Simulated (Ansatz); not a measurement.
# AlGa+ (doublet): RPA-PBE over vertical spin and charge gaps, aug-cc-pVDZ

How well do these functionals follow the top wave-function level for AlGa+ (doublet) over vertical spin and charge gaps?

Method: aug-cc-pVDZ, all electrons in the functionals, frozen cores in the correlation of double hybrids and RPA; program: Ansatz 0.2.0, Gaussian basis.

Plan: RPA-PBE, at charge 1, doublet; charge 0, singlet; charge 0, triplet; charge 1, quartet.

15 further runs of the same task are left out: 3 for a known fault of the program, 5 that didn't finish, 7 set aside as unsound or not needed.

## (1) The system

The geometry is a PBE0/def2-TZVP stationary point (not a proven minimum). No spin-orbit coupling is included. The filled d shell of Ga may be among the frozen orbitals whatever the setting's name suggests; the logs give the count.

2 atoms, charge 1, spin multiplicity 2.

Atoms are counted from 1 here; the program's logs count them from 0.

No contacts short enough for the rule that draws bonds.

No dispersion term is added.

The geometry shown and the zero of energy belong to the point charge 1, doublet. The yardstick, FCI, and other wave-function levels (R restricted, U unrestricted, valence and pair active spaces) come from earlier runs.

## (2) RPA-PBE, charge 1, doublet

The input, in.yaml:

```yaml
crystal:
  periodic: [false, false, false]
  atoms:
    - {symbol: Al, position_ang: [0.000000, 0.000000, 0.000000]}
    - {symbol: Ga, position_ang: [0.000000, 0.000000, 3.240300]}
basis:
  gaussian: {orbitals: aug-cc-pVDZ}
total_charge: 1
magnetization: {spin_polarized: true, initial_magnetization: 1}
hamiltonian: {xc: {name: PBE}}
correlation: {method: rpa, electrons: outside_noble_gas}
```

The run is started by

```console
ansatz run in.yaml --threads 1 --pin off --events-out ev --progress --plain --max-ram 2393MiB
```

The log of the run:

```text
Functional definition: PBE
  name "PBE"
  cite "Perdew, Burke & Ernzerhof, Phys. Rev. Lett. 77, 3865 (1996) doi:10.1103/PhysRevLett.77.3865"
  parent pbe
  parameter kappa = 0.804
  parameter beta = 0.06672455060314922
  exchange = pbe_x(kappa = kappa, mu = beta*pi^2/3)
  correlation = pbe_c(beta = beta)
683 factors; integrals over basis functions are off by at most 7.2e-4 eV
mean field evaluation 1: about -58954.3362 eV, gradient 5.1e0 eV
mean field evaluation 2: about -58954.3350 eV, gradient 5.1e0 eV
mean field evaluation 4: about -58954.7256 eV, gradient 5.1e-1 eV
mean field evaluation 8: about -58954.7282 eV, gradient 1.2e-2 eV
mean field evaluation 16: about -58954.7282 eV, gradient 3.3e-6 eV
mean field evaluation 32: about -58954.0538 eV, gradient 2.1e0 eV
mean field -58954.72824224 eV, -2166.5463019523 hartree, gradient 1.8e-6 eV, S^2 0.755428; 7 other end points of the search recorded, 0 dependent functions left out
19 core orbitals not correlated: weight in the atoms' cores, before any rotation towards them, 0.999 or more for the frozen orbitals, at most 0.000 for the correlated occupied ones
reference -58909.50751151 eV, -2164.8844707498 hartree; 3, 2 occupied and 41, 42 virtual orbitals, 683 factors
Total energy: -58913.76570567 eV, -2165.0409564986 hartree
```

It took 8 s on 1 thread of Arm Neoverse V2, shared host.

From the report: ⟨S²⟩ of the determinant 0.755 (pure doublet: 0.75).

## (3) RPA-PBE, charge 0, singlet

Changes to in.yaml since step 2:

```diff
@@ -7,4 +7,3 @@
   gaussian: {orbitals: aug-cc-pVDZ}
-total_charge: 1
-magnetization: {spin_polarized: true, initial_magnetization: 1}
+magnetization: {spin_polarized: true, initial_magnetization: 0}
 hamiltonian: {xc: {name: PBE}}
```

Same command.

The log of the run (excerpt; [...] marks lines left out):

```text
Functional definition: PBE
  name "PBE"
  cite "Perdew, Burke & Ernzerhof, Phys. Rev. Lett. 77, 3865 (1996) doi:10.1103/PhysRevLett.77.3865"
  parent pbe
[...]
683 factors; integrals over basis functions are off by at most 7.2e-4 eV
[...]
mean field -58960.41070131 eV, -2166.7551284713 hartree, gradient 2.7e-6 eV, S^2 0.907469; 20 other end points of the search recorded, 0 dependent functions left out
19 core orbitals not correlated: weight in the atoms' cores, before any rotation towards them, 0.999 or more for the frozen orbitals, at most 0.000 for the correlated occupied ones
reference -58914.26508771 eV, -2165.0593084502 hartree; 3, 3 occupied and 41, 41 virtual orbitals, 683 factors
Total energy: -58919.39387179 eV, -2165.2477877888 hartree
```

It took 24 s on 1 thread of Arm Neoverse V2, shared host.

From the report: ⟨S²⟩ of the determinant 0.907 (pure singlet: 0.00). The determinant is far from a pure spin state, so its energy mixes those of several spin states (harmless only where they are near-degenerate, as at dissociation).

From charge 1, doublet: -129.8 kcal/mol.

## (4) RPA-PBE, charge 0, triplet

Changes to in.yaml since step 3:

```diff
@@ -7,3 +7,3 @@
   gaussian: {orbitals: aug-cc-pVDZ}
-magnetization: {spin_polarized: true, initial_magnetization: 0}
+magnetization: {spin_polarized: true, initial_magnetization: 2}
 hamiltonian: {xc: {name: PBE}}
```

The command is unchanged.

The log of the run (excerpt; [...] marks lines left out):

```text
Functional definition: PBE
  name "PBE"
  cite "Perdew, Burke & Ernzerhof, Phys. Rev. Lett. 77, 3865 (1996) doi:10.1103/PhysRevLett.77.3865"
  parent pbe
[...]
683 factors; integrals over basis functions are off by at most 7.2e-4 eV
[...]
mean field -58960.49385132 eV, -2166.7581841778 hartree, gradient 7.5e-6 eV, S^2 2.003780; 10 other end points of the search recorded, 0 dependent functions left out
19 core orbitals not correlated: weight in the atoms' cores, before any rotation towards them, 0.999 or more for the frozen orbitals, at most 0.000 for the correlated occupied ones
reference -58914.32415253 eV, -2165.0614790422 hartree; 4, 2 occupied and 40, 42 virtual orbitals, 683 factors
Total energy: -58919.50327108 eV, -2165.2518081385 hartree
```

Wall time 11 s (1 thread of Arm Neoverse V2, shared host).

From the report: ⟨S²⟩ of the determinant 2.004 (pure triplet: 2.00).

From charge 1, doublet: -132.3 kcal/mol.

## (5) RPA-PBE, charge 1, quartet

Changes to in.yaml since step 4:

```diff
@@ -7,3 +7,4 @@
   gaussian: {orbitals: aug-cc-pVDZ}
-magnetization: {spin_polarized: true, initial_magnetization: 2}
+total_charge: 1
+magnetization: {spin_polarized: true, initial_magnetization: 3}
 hamiltonian: {xc: {name: PBE}}
```

Launched as before.

The log of the run (excerpt; [...] marks lines left out):

```text
Functional definition: PBE
  name "PBE"
  cite "Perdew, Burke & Ernzerhof, Phys. Rev. Lett. 77, 3865 (1996) doi:10.1103/PhysRevLett.77.3865"
  parent pbe
[...]
683 factors; integrals over basis functions are off by at most 7.2e-4 eV
[...]
mean field -58951.10665226 eV, -2166.4132109754 hartree, gradient 2.3e-6 eV, S^2 3.752278; 11 other end points of the search recorded, 0 dependent functions left out
19 core orbitals not correlated: weight in the atoms' cores, before any rotation towards them, 0.999 or more for the frozen orbitals, at most 0.000 for the correlated occupied ones
reference -58906.42880799 eV, -2164.7713304819 hartree; 4, 1 occupied and 40, 43 virtual orbitals, 683 factors
Total energy: -58910.18772583 eV, -2164.9094681650 hartree
```

Wall time 14 s (1 thread of Arm Neoverse V2, shared host).

From the report: ⟨S²⟩ of the determinant 3.752 (pure quartet: 3.75).

From charge 1, doublet: +82.5 kcal/mol.

## (6) The comparison

The yardstick is full CI for this spin, exact in this basis with these frozen cores. It comes from earlier runs at the same points. Energies in kcal/mol, counted from charge 1, doublet; blanks weren't run or aren't comparable.

| level | adding an electron (singlet) | adding an electron (triplet) | doublet to quartet |
| --- | --- | --- | --- |
| FCI |  |  | 81.4 |
| RPA-PBE | -129.8 | -132.3 | 82.5 |

Largest miss and mean time a point (FCI took 1.7 min a point; shared hosts):

| level | largest miss (kcal/mol) | where | time a point |
| --- | --- | --- | --- |
| RPA-PBE | +1.1 | doublet to quartet | 14 s |

## (7) Results

| quantity | value |
| --- | --- |
| doublet to quartet, FCI | 81.4 kcal/mol |
| largest miss, RPA-PBE | +1.1 kcal/mol (doublet to quartet) |

What this shows: Misses are known at 1 of 3 points at best, and only functionals with that many are ranked. RPA-PBE strays by up to 1.1 kcal/mol, at doublet to quartet. RPA-PBE clearly breaks the spin symmetry at some points (⟨S²⟩ up to 0.91 above the pure value), so energy there is bought with a mixed spin. Functionals and the yardstick converge differently with the basis, so part of each miss in aug-cc-pVDZ is the basis.
